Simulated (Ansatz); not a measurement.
# CH3F3SSi: one species, many methods

One table from this session's results is given with a row withheld; the runs are named, their logs left out.

Method: functionals in def2-TZVPP, the program's frozen cores in correlated methods; program: Ansatz 0.2.0, Gaussian basis.

Levels to be run: PBE-D4, r2SCAN-D4, PBE0-D4, B3LYP-D4, ωB97X-V, ωB97M-V, B2PLYP; CCSD(T)/def2-TZVPP; MP2/def2-QZVPP; extrapolation to the limit.

## Structure used throughout

An earlier PBE0-D4 in a triple-zeta def2 set relaxation fixed the geometry.

SMILES `F[Si](F)(F)CS`, 9 atoms, charge 0, spin multiplicity 1.

Atoms are counted from 1 here; the program's logs count them from 0.

Bond lengths: F1–Si2 1.574 Å, Si2–F3 1.574 Å, Si2–F4 1.577 Å, Si2–C5 1.843 Å, C5–S6 1.810 Å, C5–H7 1.093 Å, C5–H8 1.093 Å, S6–H9 1.342 Å. Angles: F1–Si2–F3 107.8°, F1–Si2–F4 107.8°, F1–Si2–C5 112.1°, F3–Si2–F4 107.7°, F3–Si2–C5 112.1°, F4–Si2–C5 109.2°, Si2–C5–S6 112.1°, Si2–C5–H7 107.3°, Si2–C5–H8 107.4°, S6–C5–H7 110.7°, S6–C5–H8 110.8°, H7–C5–H8 108.3°, C5–S6–H9 96.7°.

As a file:

```
atom     x (Å)     y (Å)     z (Å)
  F1   0.39897  -2.18903  -0.42288
 Si2   0.69340  -0.67893  -0.75451
  F3   2.19877  -0.39304  -0.39524
  F4   0.52577  -0.48662  -2.31035
  C5  -0.45745   0.46141   0.12438
  S6  -0.34354   0.29119   1.92320
  H7  -0.20582   1.47951  -0.18490
  H8  -1.46966   0.23776  -0.22329
  H9  -1.25215   1.23156   2.22639
```

Set-up of the first run:

Contents of in.yaml:

```yaml
crystal:
  periodic: [false, false, false]
  atoms:
    - {symbol: F, position_ang: [0.398973, -2.189027, -0.422880]}
    - {symbol: Si, position_ang: [0.693400, -0.678935, -0.754509]}
    - {symbol: F, position_ang: [2.198774, -0.393040, -0.395235]}
    - {symbol: F, position_ang: [0.525767, -0.486624, -2.310355]}
    - {symbol: C, position_ang: [-0.457448, 0.461414, 0.124382]}
    - {symbol: S, position_ang: [-0.343542, 0.291186, 1.923196]}
    - {symbol: H, position_ang: [-0.205820, 1.479508, -0.184898]}
    - {symbol: H, position_ang: [-1.469657, 0.237756, -0.223295]}
    - {symbol: H, position_ang: [-1.252148, 1.231562, 2.226393]}
basis:
  gaussian: {orbitals: def2-TZVPP}
hamiltonian: {xc: pbe, dispersion: d4}
output: {forces: true, orbitals: {seedname: orbitals}}
```

Command:

```console
$ ansatz run in.yaml --threads 4 --pin off --events-out ev --progress --plain --max-ram 10444MiB
```

Among the steps run: PBE-D4 (GGA); r2SCAN-D4 (meta-GGA); PBE0-D4 (hybrid); B3LYP-D4 (hybrid); ωB97X-V (range-separated); ωB97M-V (range-separated); B2PLYP (double hybrid); CCSD(T) in def2-TZVPP; MP2 in def2-QZVPP.

One of the session's tables, all rows but one given; the rest of the session is left out.

| method | atomisation energy (eV) |
| --- | --- |
| PBE-D4 | 38.169 |
| r2SCAN-D4 | 37.747 |
| PBE0-D4 | ? |
| B3LYP-D4 | 37.297 |
| ωB97X-V | 37.733 |
| ωB97M-V | 37.771 |
| B2PLYP | 37.149 |
| HF/def2-TZVPP | 27.782 |
| MP2/def2-TZVPP | 37.933 |
| CCSD/def2-TZVPP | 36.091 |
| CCSD(T)/def2-TZVPP | 36.678 |
| MP2/CBS | 39.082 |
| CCSD(T)/CBS | 37.828 |

**Question.** Estimate the row for PBE0-D4.

**Answer.** atomisation energy (eV): 37.355. In the column «atomisation energy (eV)» it lies between B3LYP-D4 (37.297) and ωB97X-V (37.733).
